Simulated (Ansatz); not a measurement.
# ClFHOSn radical: small, medium and large basis sets

The task here is to estimate one member of a computed series from the others.

Computed with Ansatz 0.2.0, Gaussian basis. Level: one geometry, several basis sets.

Plan: PBE0-D4/def2-SVP; ωB97M-V/def2-SVP; PBE0-D4/def2-QZVPP; ωB97M-V/def2-QZVPP; the functionals' def2-TZVPP values are taken from earlier runs.

**The geometry**

An earlier PBE0-D4 in a triple-zeta def2 set relaxation fixed the geometry. Sn takes the def2 core potential; no spin-orbit term is included.

SMILES `[O][SnH]([F])[Cl]`, 5 atoms, charge 0, spin multiplicity 2.

Atoms are counted from 1 here; the program's logs count them from 0.

Bond lengths: O1–Sn2 1.971 Å, Sn2–F3 1.903 Å, Sn2–Cl4 2.291 Å, Sn2–H5 1.690 Å. Angles: O1–Sn2–F3 106.9°, O1–Sn2–Cl4 106.9°, O1–Sn2–H5 112.1°, F3–Sn2–Cl4 105.0°, F3–Sn2–H5 109.4°, Cl4–Sn2–H5 115.9°.

The first run:

in.yaml

```yaml
crystal:
  periodic: [false, false, false]
  atoms:
    - {symbol: O, position_ang: [0.988620, 1.257592, 1.105420]}
    - {symbol: Sn, position_ang: [-0.037861, 0.084331, -0.100744]}
    - {symbol: F, position_ang: [1.227877, -0.923308, -1.103159]}
    - {symbol: Cl, position_ang: [-1.108718, -1.453938, 1.216183]}
    - {symbol: H, position_ang: [-1.020119, 0.961722, -1.159201]}
basis:
  gaussian: {orbitals: def2-SVP}
magnetization: {spin_polarized: true, initial_magnetization: 1}
hamiltonian: {xc: pbe0, dispersion: d4}
output: {orbitals: {seedname: orbitals}}
```

Among the steps run: PBE0-D4 in def2-SVP; ωB97M-V in def2-SVP; PBE0-D4 in def2-QZVPP; ωB97M-V in def2-QZVPP.

One of the session's tables, all rows but one given; the rest of the session is left out.

It belongs to the step «Density functionals: the series». 

```
functional       basis  HOMO (eV)  LUMO (eV)
   PBE0-D4    def2-SVP      -9.19      -4.65
   PBE0-D4  def2-TZVPP      -9.42      -4.86
   PBE0-D4  def2-QZVPP      -9.46      -4.88
   ωB97M-V    def2-SVP          ?          ?
   ωB97M-V  def2-TZVPP     -11.82      -2.64
   ωB97M-V  def2-QZVPP     -11.86      -2.69
```

Q: Estimate the row for ωB97M-V, def2-SVP from the others.

**Answer.** HOMO (eV): -11.55; LUMO (eV): -2.33. In the column «HOMO (eV)» it lies between ωB97M-V, def2-TZVPP (-11.82) and PBE0-D4, def2-QZVPP (-9.46).
